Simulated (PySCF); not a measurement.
# RuNBr: structure of the triplet

Where does triplet RuNBr go from a linear start, is the end point a minimum, and what are its modes, charges and moments?

Method: PBE0, basis Ru def2-TZVP with ECP28, N def2-TZVP, Br def2-TZVP, scalar-relativistic core potentials, no spin–orbit coupling, density fitting; program: PySCF 2.14.0.

## (1) Where the work starts

3 atoms, charge 0, spin multiplicity 3.

Bond lengths: Ru1–N2 1.740 Å, Ru1–Br3 2.390 Å. Angles: N2–Ru1–Br3 180.0°.

Z-matrix (Å, degrees; charge 0 multiplicity 3):
```
Ru
N  1 1.7400
Br 1 2.3900 2 180.00
```

## (2) First SCF at the start

One driver script runs all steps and calls PySCF; scf.py shows how it sets up the SCF of each step. The optimiser is the driver's own. After this first run the driver tries any further starts and a stability analysis.

scf.py reads:

```python
from pyscf import gto, scf, dft
mol = gto.M(atom='''
Ru     0.000000     0.000000     0.000000
N      0.000000     0.000000    -1.740000
Br     0.000000     0.000000     2.390000''',
    basis={'Ru': 'def2-TZVP', 'N': 'def2-TZVP', 'Br': 'def2-TZVP'},
    ecp={'Ru': 'def2-TZVP'},
    charge=0, spin=2)
mf = dft.UKS(mol, xc='PBE0')
mf.grids.atom_grid = (50, 194)
aux = {'Ru': 'def2-universal-JKFIT', 'N': 'def2-universal-JKFIT', 'Br': 'def2-universal-JKFIT'}
mf = mf.density_fit(auxbasis=aux)
mf.conv_tol = 1e-08
mf.diis_space = 10
mf.max_cycle = 60
mf.init_guess = 'minao'
mf.verbose = 4
mf.kernel()
```

The run is started by

```sh
OMP_NUM_THREADS=4 python axn.py task.json out
```

Standard output:

```text
init E= -2714.44692789804
[... the frontier-level lines of each cycle are left out ...]
cycle= 1 E= -2722.00990675577  delta_E= -7.56  |g|= 1.79  |ddm|= 3.43
cycle= 2 E= -2712.38996823035  delta_E= 9.62  |g|= 3.62  |ddm|= 6.67
cycle= 3 E= -2722.38371952725  delta_E= -9.99  |g|= 1.43  |ddm|=  6.6
cycle= 4 E= -2722.39015512994  delta_E= -0.00644  |g|= 1.29  |ddm|= 1.08
cycle= 5 E= -2723.18434038396  delta_E= -0.794  |g|= 0.601  |ddm|= 1.44
cycle= 6 E= -2723.29499226076  delta_E= -0.111  |g|= 0.524  |ddm|= 0.588
cycle= 7 E= -2723.34386431796  delta_E= -0.0489  |g|= 0.382  |ddm|= 0.131
cycle= 8 E= -2723.37270550371  delta_E= -0.0288  |g|= 0.277  |ddm|= 0.084
cycle= 9 E= -2723.40335974099  delta_E= -0.0307  |g|= 0.0581  |ddm|= 0.171
cycle= 10 E= -2723.40538653931  delta_E= -0.00203  |g|= 0.0167  |ddm|= 0.0552
cycle= 11 E= -2723.40587364065  delta_E= -0.000487  |g|= 0.00941  |ddm|= 0.0254
cycle= 12 E= -2723.40638437027  delta_E= -0.000511  |g|= 0.00739  |ddm|= 0.0322
cycle= 13 E= -2723.40746112911  delta_E= -0.00108  |g|= 0.00412  |ddm|= 0.0959
cycle= 14 E= -2723.40769836606  delta_E= -0.000237  |g|= 0.00255  |ddm|= 0.0697
cycle= 15 E= -2723.40769427972  delta_E= 4.09e-06  |g|= 0.00139  |ddm|= 0.0179
cycle= 16 E= -2723.40770557186  delta_E= -1.13e-05  |g|= 0.00034  |ddm|= 0.014
cycle= 17 E= -2723.40770564016  delta_E= -6.83e-08  |g|= 0.000167  |ddm|= 0.00273
cycle= 18 E= -2723.40770582182  delta_E= -1.82e-07  |g|= 4.68e-05  |ddm|= 0.00192
cycle= 19 E= -2723.40770582687  delta_E= -5.06e-09  |g|= 2.39e-05  |ddm|= 0.000115
Extra cycle  E= -2723.40770582814  delta_E= -1.27e-09  |g|= 4.69e-05  |ddm|= 6.65e-05
converged SCF energy = -2723.40770582814  <S^2> = 2.3027636  2S+1 = 3.1954741
```

This step, with its further starts and checks, took 17 s on 4 threads of Arm Neoverse V2, shared host.

The starts that the driver tried:

| start | energy (Eh) |
| --- | --- |
| the minimal-basis guess | -2723.407706 |
| a thermally smeared density | -2723.407711 |
| a smeared PBE density | -2723.407710 |

The test of internal stability and the other starts found no lower solution of this spin.

## (3) Relaxing the triplet from the linear start

The program finds C∞v symmetry in the start, which this walk keeps. The walk stops when the largest gradient is under 0.0003 Eh/bohr and the energy has settled too.

scf.py, as its differences from that of step 2:

```diff
@@ -3,3 +3,3 @@
-Ru     0.000000     0.000000     0.000000
-N      0.000000     0.000000    -1.740000
-Br     0.000000     0.000000     2.390000''',
+Ru     0.000000     0.000000    -0.843058
+N      0.000000     0.000000    -2.583058
+Br     0.000000    -0.000000     1.546942''',
@@ -16 +15,0 @@
-mf.init_guess = 'minao'
```

The optimiser's trace:

| step | energy (Eh) | change (kJ/mol) | largest symmetric gradient (Eh/bohr) |
| --- | --- | --- | --- |
| 0 | -2723.407711 | 0.00 | 0.07919 |
| 1 | -2723.418950 | -29.51 | 0.02365 |
| 2 | -2723.419072 | -29.83 | 0.02051 |
| 3 | -2723.419421 | -30.75 | 0.00176 |
| 4 | -2723.419425 | -30.76 | 0.00031 |
| 5 | -2723.419425 | -30.76 | 0.00002 |

The walk took 16 s.

Positions (Å) and forces (eV/Å) along the way:

```
step 0
Ru   0.000   0.000  -0.843   0.000   0.000  -4.072
N    0.000   0.000  -2.583   0.000   0.000   3.876
Br   0.000   0.000   1.547   0.000   0.000   0.196
step 1
Ru   0.000   0.000  -0.884   0.000   0.000  -1.216
N    0.000   0.000  -2.516   0.000   0.000   1.005
Br   0.000   0.000   1.521   0.000   0.000   0.211
step 3
Ru   0.000   0.000  -0.897   0.000   0.000  -0.090
N    0.000   0.000  -2.509   0.000   0.000   0.044
Br   0.000   0.000   1.526   0.000   0.000   0.046
step 5
Ru   0.000   0.000  -0.898   0.000   0.000  -0.001
N    0.000   0.000  -2.509   0.000   0.000   0.000
Br   0.000   0.000   1.528   0.000   0.000   0.001
```

End point (C∞v, 5 steps, 30.8 kJ/mol gained): Ru–Br 2.427 Å, Ru–N 1.611 Å; Br–Ru–N 180.0°.

## (4) Frequencies

The point is checked on the finer grid, and tightened if its gradient asks for it. The Hessian and the dipole derivatives come from central differences of analytic gradients, with steps of 0.02 bohr.

scf.py, as its differences from that of step 3:

```diff
@@ -3,3 +3,3 @@
-Ru     0.000000     0.000000    -0.843058
-N      0.000000     0.000000    -2.583058
-Br     0.000000    -0.000000     1.546942''',
+Ru     0.000000    -0.000000    -0.867068
+N      0.000000     0.000000    -2.478298
+Br     0.000000     0.000000     1.559287''',
@@ -10 +10 @@
-mf.grids.atom_grid = (50, 194)
+mf.grids.atom_grid = (75, 302)
@@ -13 +13 @@
-mf.conv_tol = 1e-08
+mf.conv_tol = 1e-10
```

The driver hands on the density of the step before, so the log starts near convergence.

Log of the central SCF (cycles and frontier levels):

```text
init E= -2723.41936307852
[... the frontier-level lines of each cycle are left out ...]
cycle= 1 E= -2723.41936307849  delta_E= 2.55e-11  |g|= 1.15e-05  |ddm|= 1e-05
cycle= 2 E= -2723.41936307774  delta_E= 7.54e-10  |g|= 4.71e-05  |ddm|= 3.12e-05
cycle= 3 E= -2723.41936307855  delta_E= -8.1e-10  |g|= 4.09e-06  |ddm|= 2.3e-05
cycle= 4 E= -2723.41936307856  delta_E= -1.14e-11  |g|= 1.21e-06  |ddm|= 4.07e-06
Extra cycle  E= -2723.41936307856  delta_E= -4.09e-12  |g|= 1.08e-06  |ddm|= 3.12e-06
converged SCF energy = -2723.41936307856  <S^2> = 2.0383871  2S+1 = 3.0254831
```

The whole step took 47 s.

Geometry: C∞v; Ru–Br 2.426 Å, Ru–N 1.611 Å; Br–Ru–N 180.0°.

Modes, for the most abundant isotopes:

```json
{"symmetry": "π", "ω (cm⁻¹)": "161i", "IR (km/mol)": "5.8", "μ (u)": "19.16", "type": "bend"}
{"symmetry": "σ+", "ω (cm⁻¹)": "264", "IR (km/mol)": "30.7", "μ (u)": "70.52", "type": "stretch"}
{"symmetry": "σ+", "ω (cm⁻¹)": "1093", "IR (km/mol)": "82.6", "μ (u)": "15.55", "type": "stretch"}
```

With 2 modes imaginary (up to 161i cm⁻¹) this point is a saddle.

Properties at this point:

* Dipole moment: 1.10 D
* Highest occupied level: -6.89 eV
* Lowest empty level: -4.20 eV
* Rotational constants: 0.04755 cm⁻¹
* Zero-point energy (real modes): 8.1 kJ/mol
* Principal polarisabilities: 46.2, 46.2, 98.4 bohr³
* Atomisation energy without zero-point energy: 707 kJ/mol
* Principal traceless quadrupole moments about the centre of mass: -5.66, 2.83, 2.83 D Å
* Spin squared ⟨S²⟩: 2.038

Populations by atom (charges in e):

```csv
atom,Mulliken,Löwdin,polar tensor,spin (Mulliken),Mayer order to Ru1
Ru1,0.70,0.24,0.92,2.07,–
N2,-0.34,-0.18,-0.39,-0.03,2.62
Br3,-0.36,-0.06,-0.52,-0.04,0.97
```

Mulliken populations on Ru1 (outside its core potential): s 2.78, p 6.10, d 6.40, f 0.02.

## (5) Leaving the saddle point

The start is the last point, displaced along its most imaginary mode.

The program finds Cs symmetry in the start, which this walk keeps. Threshold on the gradient: 0.0003 Eh/bohr, with a further test on the energy change.

scf.py, as its differences from that of step 4:

```diff
@@ -3,3 +3,3 @@
-Ru     0.000000    -0.000000    -0.867068
-N      0.000000     0.000000    -2.478298
-Br     0.000000     0.000000     1.559287''',
+Ru     0.027438    -0.000321    -0.867040
+N     -0.119992     0.001405    -2.478270
+Br    -0.014138     0.000166     1.559315''',
@@ -10 +10 @@
-mf.grids.atom_grid = (75, 302)
+mf.grids.atom_grid = (50, 194)
@@ -13 +13 @@
-mf.conv_tol = 1e-10
+mf.conv_tol = 1e-08
```

The optimiser's trace:

| step | energy (Eh) | change (kJ/mol) | largest symmetric gradient (Eh/bohr) |
| --- | --- | --- | --- |
| 0 | -2723.419877 | 0.00 | 0.00843 |
| 1 | -2723.420340 | -1.22 | 0.00653 |
| 2 | -2723.428091 | -21.57 | 0.01012 |
| 3 | -2723.429138 | -24.31 | 0.02580 |
| 4 | -2723.430144 | -26.96 | 0.02266 |
| 5 | -2723.430635 | -28.25 | 0.02369 |
| 6 | -2723.431043 | -29.32 | 0.02053 |
| 7 | -2723.431744 | -31.16 | 0.00746 |
| 8 | -2723.431818 | -31.35 | 0.00075 |
| 9 | -2723.431819 | -31.35 | 0.00086 |
| 10 | -2723.431821 | -31.36 | 0.00006 |

The walk took 43 s.

Positions (Å) and forces (eV/Å) along the way:

```
step 0
Ru   0.027   0.000  -0.867   0.206  -0.002  -0.392
N   -0.120   0.001  -2.478  -0.109   0.001   0.434
Br  -0.014   0.000   1.559  -0.097   0.001  -0.042
step 1
Ru   0.051  -0.001  -0.870   0.336  -0.004   0.011
N   -0.134   0.002  -2.469  -0.203   0.002   0.002
Br  -0.024   0.000   1.553  -0.132   0.002  -0.013
step 5
Ru   0.421  -0.005  -0.888  -0.303   0.003  -1.218
N   -0.354   0.004  -2.304   0.440  -0.005   1.121
Br  -0.173   0.002   1.406  -0.137   0.002   0.097
step 10
Ru   0.492  -0.006  -0.912   0.002  -0.001   0.002
N   -0.391   0.005  -2.233  -0.001   0.000  -0.003
Br  -0.208   0.002   1.359  -0.001   0.001   0.001
```

It settles in Cs symmetry, 31.4 kJ/mol below the start, after 10 steps: Ru–Br 2.376 Å, Ru–N 1.590 Å; Br–Ru–N 129.1°.

## (6) Is it a minimum? Harmonic modes

The same treatment as at the point before.

scf.py, as its differences from that of step 5:

```diff
@@ -3,3 +3,3 @@
-Ru     0.027438    -0.000321    -0.867040
-N     -0.119992     0.001405    -2.478270
-Br    -0.014138     0.000166     1.559315''',
+Ru     0.346869    -0.004061    -0.824688
+N     -0.536493     0.006281    -2.146515
+Br    -0.352823     0.004131     1.445976''',
@@ -10 +10 @@
-mf.grids.atom_grid = (50, 194)
+mf.grids.atom_grid = (75, 302)
@@ -13 +13 @@
-mf.conv_tol = 1e-08
+mf.conv_tol = 1e-10
```

SCF at the final geometry:

```text
init E= -2723.43176530975
[... the frontier-level lines of each cycle are left out ...]
cycle= 1 E= -2723.43176530974  delta_E= 6.37e-12  |g|= 7.24e-06  |ddm|= 6.97e-06
Extra cycle  E= -2723.43176530945  delta_E= 2.92e-10  |g|= 2.9e-05  |ddm|= 1.74e-05
converged SCF energy = -2723.43176530945  <S^2> = 2.0231182  2S+1 = 3.0153727
```

The whole step took 70 s on 4 threads of Arm Neoverse V2, shared host.

Geometry: Cs; Ru–Br 2.376 Å, Ru–N 1.590 Å; Br–Ru–N 129.1°.

Modes, for the most abundant isotopes:

```
symmetry  ω (cm⁻¹)  IR (km/mol)     type
      a'       148          3.6     bend
      a'       286         25.3  stretch
      a'      1148         82.2  stretch
```

Every mode is real; the point is a minimum.

Constants and moments:

```yaml
Dipole_moment: 1.64 D
Highest_occupied_level: -6.63 eV
Lowest_empty_level: -4.07 eV
Rotational_constants: 1.049, 0.05458, 0.05188 cm⁻¹
Zero-point_energy: 9.5 kJ/mol
Principal_polarisabilities: 32.3, 53.7, 87.2 bohr³
Atomisation_energy_without_zero-point_energy: 740 kJ/mol
Principal_traceless_quadrupole_moments_about_the_centre_of_mass: -4.42, 1.78, 2.64 D Å
Entropy_at_298.15_K_and_1_bar_electronic_part_spin_only: 309.5 J/(mol K)
Heat_capacity_Cp_at_298.15_K: 49.3 J/(mol K)
Enthalpy_at_298.15_K_above_0_K: 12.82 kJ/mol
Rotational_symmetry_number: 1
Spin_squared_⟨S²⟩: 2.023
```

Charges (e) and bond orders:

```
atom  Mulliken  Löwdin  polar tensor  spin (Mulliken)  Mayer order to Ru1
 Ru1      0.79    0.19          0.93             1.87                   –
  N2     -0.41   -0.17         -0.46             0.14                2.69
 Br3     -0.39   -0.01         -0.47            -0.01                0.96
```

Mulliken populations on Ru1 (outside its core potential): s 2.56, p 6.20, d 6.43, f 0.02.

## (7) The points found, side by side

| spin | group | bonds | imaginary modes (cm⁻¹) | ΔE (kJ/mol) | with zero-point energy |
| --- | --- | --- | --- | --- | --- |
| triplet | Cs | Ru–Br 2.376 Å, Ru–N 1.590 Å | none | 0.0 | 0.0 |
| triplet | C∞v | Ru–Br 2.426 Å, Ru–N 1.611 Å | 161i, 161i | 32.6 | – |

## (8) Results

| quantity | value |
| --- | --- |
| minimum | triplet, Cs |
| geometry | Ru–Br 2.376 Å, Ru–N 1.590 Å; Br–Ru–N 129.1° |
| wavenumbers (cm⁻¹) | 148 (a'), 286 (a'), 1148 (a') |
| dipole moment | 1.64 D |
| highest occupied, lowest empty level (either spin) | -6.63, -4.07 eV |
| polar-tensor charge of Ru1 | +0.93 e |
| zero-point energy | 9.5 kJ/mol |
| entropy at 298.15 K | 309.5 J/(mol K) |
| atomisation energy (no zero-point energy) | 740 kJ/mol |
| ⟨S²⟩ | 2.023 |

In words: The linear start (C∞v) ends in a minimum of Cs symmetry, after a stop at a second-order saddle point 32.6 kJ/mol higher, from which it was pushed off along an imaginary mode. The strongest infrared band lies at 1148 cm⁻¹ (a', stretch). Most of the spin sits on Ru1 (Mulliken spin 1.87, against 2 for the whole molecule). Only this shape and spin were tried, so other structures or states may lie lower. Open d and f shells are described by one determinant, and the ground state may have another occupation or spin.

The search up to here took 3.2 min.
